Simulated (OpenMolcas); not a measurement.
# BBr2Cl (dibromo(chloro)borane) at FNO-MP2/aug-pcseg-1 (RICD fitting, virtual fraction 0.8)

What is the energy change on altering one bond length of BBr2Cl (dibromo(chloro)borane) at FNO-MP2/aug-pcseg-1 (RICD fitting, virtual fraction 0.8)? 

Program for the calculation: OpenMolcas 26.06.

### Step 1. Starting point

The species is BBr2Cl (4 atoms), meant as a singlet with charge 0. As SMILES, `ClB(Br)Br`. Geometry: relaxed at PBE0-D4/def2-TZVP.

Bond lengths: Cl1–B2 1.732 Å, B2–Br3 1.899 Å, B2–Br4 1.899 Å. Angles: Cl1–B2–Br3 120.0°, Cl1–B2–Br4 120.0°, Br3–B2–Br4 119.9°.

### Step 2. A single-point energy at FNO-MP2/aug-pcseg-1 (RICD fitting, virtual fraction 0.8)

Contents of job.input:

```
>>> EXPORT MOLCAS_PRINT=2

&GATEWAY
  BasLib
  $CurrDir
  Coord
  4
  angstrom
  Cl      -0.203300      -1.644940       0.633550
  B       -0.004820      -0.039040       0.015030
  Br       1.283490       1.123730       0.785650
  Br      -1.075360       0.560270      -1.434250
  Basis
  aug-pcseg-1
  Group
  NoSym
  RICD

&SEWARD

&SCF
  PrOrbitals
  1 1

&MBPT2
  FNOMP2
  0.8
  DoMP2
  Frozen
  24
```

The basis set aug-pcseg-1 is read from a file made from the Basis Set Exchange's data (not shown).

On the command line:

```sh
$ export MOLCAS_MEM=1860
$ pymolcas job.input > job.log
```

Standard output:

```text
--- Start Module: gateway ---
[...]
--- Stop Module: gateway /rc=_RC_ALL_IS_WELL_ ---
[...]
      Basis functions          122
[...]
--- Start Module: scf ---
[...]
       Convergence after  10 Iterations
[...]
::    Total SCF energy                              -5628.4285303355
[...]
      Total spin, S                                     0.0000000000
[...]
      Total electronic charge=   92.000000
      Total            charge=   -0.000000
[...]
      Dipole Moment (debye):
      Origin of the operator (angstrom)=    0.0454    0.3677   -0.1416
                   X= -7.2997E-03               Y= -5.9148E-02               Z=  2.2782E-02           Total=  6.3803E-02
      Quadrupole Moment (debye*angstrom):
[...]
--- Stop Module: scf /rc=_RC_ALL_IS_WELL_ ---
[...]
--- Start Module: mbpt2 ---
[...]
WARNING!
Default frozen orbitals as non valence orbitals is overwritten by user input.
Default values:  34
[...]
       Reference weight ( Cref**2 )         =        0.83166
::    Total MBPT2 energy                            -5628.8997853655
[...]
--- Stop Module: mbpt2 /rc=_RC_ALL_IS_WELL_ ---
[...]
```

It took 7.2 s on 1 thread of Arm Neoverse V2, shared host; peak memory 0.092 GiB.

### Step 3. The distorted shape

Contents of job.input:

```
&GATEWAY
 BasLib
 $CurrDir
 Coord
 4
 angstrom
 Cl      -0.332107      -1.761195       0.556502
 B       -0.133627      -0.155295      -0.062018
 Br       1.283490       1.123730       0.785650
 Br      -1.204167       0.444015      -1.511298
 Basis
 aug-pcseg-1
 Group
 NoSym
 RICD

&SEWARD

&SCF
 PrOrbitals
 1 1

&MBPT2
 FNOMP2
 0.8
 DoMP2
 Frozen
 24
```

The basis set aug-pcseg-1 is read from a file made from the Basis Set Exchange's data (not shown).

On the command line:

```sh
$ export MOLCAS_MEM=1860
$ pymolcas job.input > job.log
```

Standard output:

```text
--- Start Module: gateway ---
[...]
--- Stop Module: gateway /rc=_RC_ALL_IS_WELL_ ---
[...]
      Basis functions          122
[...]
--- Start Module: scf ---
[...]
       Convergence after  11 Iterations
[...]
::    Total SCF energy                              -5628.4203215750
[...]
      Total spin, S                                     0.0000000000
[...]
      Total electronic charge=   92.000000
      Total            charge=   -0.000000
[...]
      Dipole Moment (debye):
      Origin of the operator (angstrom)=   -0.0335    0.2965   -0.1888
                   X= -6.5106E-01               Y= -5.9687E-01               Z= -3.8467E-01           Total=  9.6339E-01
      Quadrupole Moment (debye*angstrom):
[...]
--- Stop Module: scf /rc=_RC_ALL_IS_WELL_ ---
[...]
--- Start Module: mbpt2 ---
[...]
WARNING!
Default frozen orbitals as non valence orbitals is overwritten by user input.
Default values:  34
[...]
       Reference weight ( Cref**2 )         =        0.82935
::    Total MBPT2 energy                            -5628.8916504543
[...]
--- Stop Module: mbpt2 /rc=_RC_ALL_IS_WELL_ ---
[...]
```

Wall time 7.5 s (1 thread of Arm Neoverse V2, shared host); peak memory 0.092 GiB.

### Step 4. Outcome

At FNO-MP2/aug-pcseg-1 (RICD fitting, virtual fraction 0.8), 24 core orbitals frozen:

| quantity | value |
| --- | --- |
| first shape: total energy | -5628.89979 Eh |
| first shape: dipole moment (mean-field density) | 0.06 D |
| first shape: HOMO energy (Hartree–Fock orbitals) | -11.48 eV |
| first shape: LUMO energy (Hartree–Fock orbitals) | 1.13 eV |
| first shape: HOMO–LUMO gap (Hartree–Fock orbitals) | 12.61 eV |
| first shape: correlation energy (24 core orbitals frozen) | -471.3 mEh |
| distorted shape: total energy | -5628.89165 Eh |
| distorted shape: dipole moment (mean-field density) | 0.96 D |
| distorted shape: HOMO energy (Hartree–Fock orbitals) | -11.49 eV |
| distorted shape: LUMO energy (Hartree–Fock orbitals) | 1.07 eV |
| distorted shape: HOMO–LUMO gap (Hartree–Fock orbitals) | 12.56 eV |
| distorted shape: correlation energy (24 core orbitals frozen) | -471.3 mEh |
| energy change with the B2–Br3 bond stretched from 1.899 to 2.089 Å | 0.221 eV |

**Reading.** With the B2–Br3 bond stretched from 1.899 to 2.089 Å the energy rises by 0.22 eV (5.1 kcal/mol). The first shape isn't relaxed at this level, so the change isn't measured from a minimum. Mulliken charges (distorted shape) of the mean-field density run from -0.69 on Br3 to +1.89 on B2; in a basis this large or diffuse they mean little.
